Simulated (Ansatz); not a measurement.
# Sn, space group I4_1/amd: a calculation of the elastic constants

With Ansatz 0.2.0, Python API.

Run as a notebook:

In [1]:
```python
import warnings

import ansatz as az
import numpy as np
```

In [2]:
```python
params = {
    "xc": "r2scan",
    "cutoff_ev": 550,
    "kmesh": (15, 15, 15),
}
```

In [3]:
```python
warnings.simplefilter("ignore", az.DeckWarning)
```

In [4]:
```python
crystal = (
    az.Lattice.from_parameters(5.839288, 5.839288, 3.1876, alpha=90, beta=90, gamma=90)
    .space_group(141, hermann_mauguin="I41/amd", origin_choice=1)
    .atom("Sn", [0.0, 0.0, 0.0])
    .primitive()
)
```

In [5]:
```python
[site.symbol for site in crystal.resolved().sites]
```
Out [5]:
```text
['Sn', 'Sn']
```

In [6]:
```python
model = (
    crystal.calculation()
    .functional(params["xc"])
    .basis(params["cutoff_ev"])
    .occupations(az.OccupationsMethod.FERMI_DIRAC)
    .kpoints(*params["kmesh"])
)
res = model.elastic("clamped_ion").run(threads=1, backend="cpu")
elastic = res.elastic
```

In [7]:
```python
print("C_ij (GPa), Voigt order xx yy zz yz xz xy")
for row in elastic.c_gpa:
    print(" ".join(f"{value:8.1f}" for value in row))
print("smallest eigenvalue of C:", round(elastic.stability.min_eigenvalue_gpa, 1), "GPa; tensor positive definite:", elastic.stability.min_eigenvalue_gpa > 0)
# averaged moduli need a positive definite tensor
if elastic.stability.min_eigenvalue_gpa > 0:
    for name, value in elastic.moduli.to_plain().items():
        print(f"{name:14s} {value:9.3f}")
```
```text
C_ij (GPa), Voigt order xx yy zz yz xz xy
   129.2      5.8     42.1      0.0     -0.0     -0.0
     5.8    129.2     42.1     -0.0     -0.0     -0.0
    41.4     41.4     84.8     -0.0     -0.0     -0.0
    -0.0      0.0      0.0     32.5     -0.0     -0.0
     0.0     -0.0     -0.0      0.0     32.5     -0.0
     0.0      0.0     -0.0      0.0     -0.0     31.7
smallest eigenvalue of C: 31.7 GPa; tensor positive definite: True
k_voigt_gpa       57.970
k_reuss_gpa       57.852
k_hill_gpa        57.911
g_voigt_gpa       36.262
g_reuss_gpa       32.673
g_hill_gpa        34.468
youngs_gpa        86.285
poisson            0.252
```

What to keep in mind:
- The cell isn't relaxed first, so the values belong to this volume.
- A positive definite tensor excludes instabilities under uniform strain alone; phonons elsewhere in the zone can still be imaginary.
- The cell stands under an uneven stress, so these stress-strain coefficients aren't symmetric, and eigenvalues smaller than that stress decide nothing.
- These are clamped-ion constants: where atoms have free coordinates under strain, the relaxed-ion ones can be far smaller or negative, so this tensor doesn't settle whether the crystal is stable.
- Shear constants of a metal converge slowly with the k-point mesh and can be wrong in sign on a coarse one; the constants belong to the cell that was strained.
- The whole script took 32 min on 1 thread of Arm Neoverse N1, on a shared host, peak memory 1.6 GiB.

(A comment or docstring line of the script was reworded after the run, the code is as it ran.)
